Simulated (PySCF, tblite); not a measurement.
# C₄H₇FO₂Si: geometry, infrared bands and NMR shifts

Aim: predict the infrared bands and NMR shifts of C₄H₇FO₂Si (`O=C(O)[C@@H]1C[SiH2][C@H]1F`).

Computed with tblite 0.8.0 and PySCF 2.14.0, with density-fitted response routines of our own, on a single molecule in the gas phase. Atoms are numbered from 0 throughout.

### Step 1. Starting geometry

15 atoms, charge 0, multiplicity 1; geometry from: force field or distance geometry start.

Bonds of the start (Å): O0–C1 1.28, C1–O2 1.40, C1–C3 1.48, C3–C4 1.51, C4–Si5 1.86, Si5–C6 1.85, C6–F7 1.40, C6–C3 1.49, O2–H8 1.03, C3–H9 1.13, C4–H10 1.12, C4–H11 1.11, Si5–H12 1.48, Si5–H13 1.45, C6–H14 1.10.

### Step 2. Geometry optimisation with GFN2-xTB

What the job is given:

```
{"job": {"kind": "relax", "xc": "GFN2-xTB", "basis": "xTB"}, "charge": 0, "multiplicity": 1}
O      1.670100    -1.575800    -0.839000
C      1.619500    -0.480400    -0.184500
O      2.814700     0.173600     0.153700
C      0.282700     0.016200     0.204100
C     -0.752700    -0.965800    -0.303300
Si    -2.002900     0.410300    -0.178700
C     -0.340400     1.069900    -0.645100
F     -0.152500     2.377900    -0.174600
H      3.702700    -0.239800    -0.158100
H      0.225200     0.162800     1.325000
H     -0.560500    -1.213100    -1.374900
H     -0.932000    -1.844600     0.345400
H     -2.443500     0.608100     1.216000
H     -3.035500     0.453000    -1.198800
H     -0.099600     1.055700    -1.714700
```

Launch:

```bash
$ OMP_NUM_THREADS=1 python probes_run.py task.json out
```

This one command runs all jobs of the session in turn.

**Question.** This job is followed by: GFN2-xTB harmonic vibrations, gas phase; GIAO PBE0/pcSseg-1 NMR shielding, non-relativistic, gas phase. Predict these results of the whole session: strongest single infrared mode (GFN2-xTB); zero-point energy (GFN2-xTB); 13C shifts against TMS (PBE0/pcSseg-1); 1H shifts against TMS (PBE0/pcSseg-1); 17O shifts against H2O (PBE0/pcSseg-1); 29Si shifts against TMS (PBE0/pcSseg-1); 19F shifts against CFCl3 (PBE0/pcSseg-1).

As calculated:

| quantity | value |
| --- | --- |
| strongest single infrared mode (GFN2-xTB) | 1780 cm⁻¹, 401 km/mol |
| zero-point energy (GFN2-xTB) | 64.6 kcal/mol |
| 13C shifts against TMS (PBE0/pcSseg-1) | 182.0, 95.1, 48.6, 5.3 ppm |
| 1H shifts against TMS (PBE0/pcSseg-1) | 6.23, 5.26, 4.85, 4.84, 3.64, 1.86, 1.47 ppm |
| 17O shifts against H2O (PBE0/pcSseg-1) | 416.0, 212.0 ppm |
| 29Si shifts against TMS (PBE0/pcSseg-1) | -31.3 ppm |
| 19F shifts against CFCl3 (PBE0/pcSseg-1) | -211.2 ppm |

**Reading.** Over 76 steps the energy fell by 1.445 eV; of the close pairs, Si5–C6 changed most, 1.848 to 1.934 Å. No mode is imaginary among the 39: a minimum at this level. The strongest single mode, at 1780 cm⁻¹, moves mainly C1 and O0. GFN2-xTB is a fitted tight-binding method: band positions and strengths are rough. Its intensities can rank the bands wrongly. At PBE0/pcSseg-1: The widest tensor belongs to O0: span 593 ppm, with a paramagnetic part of -483 ppm.
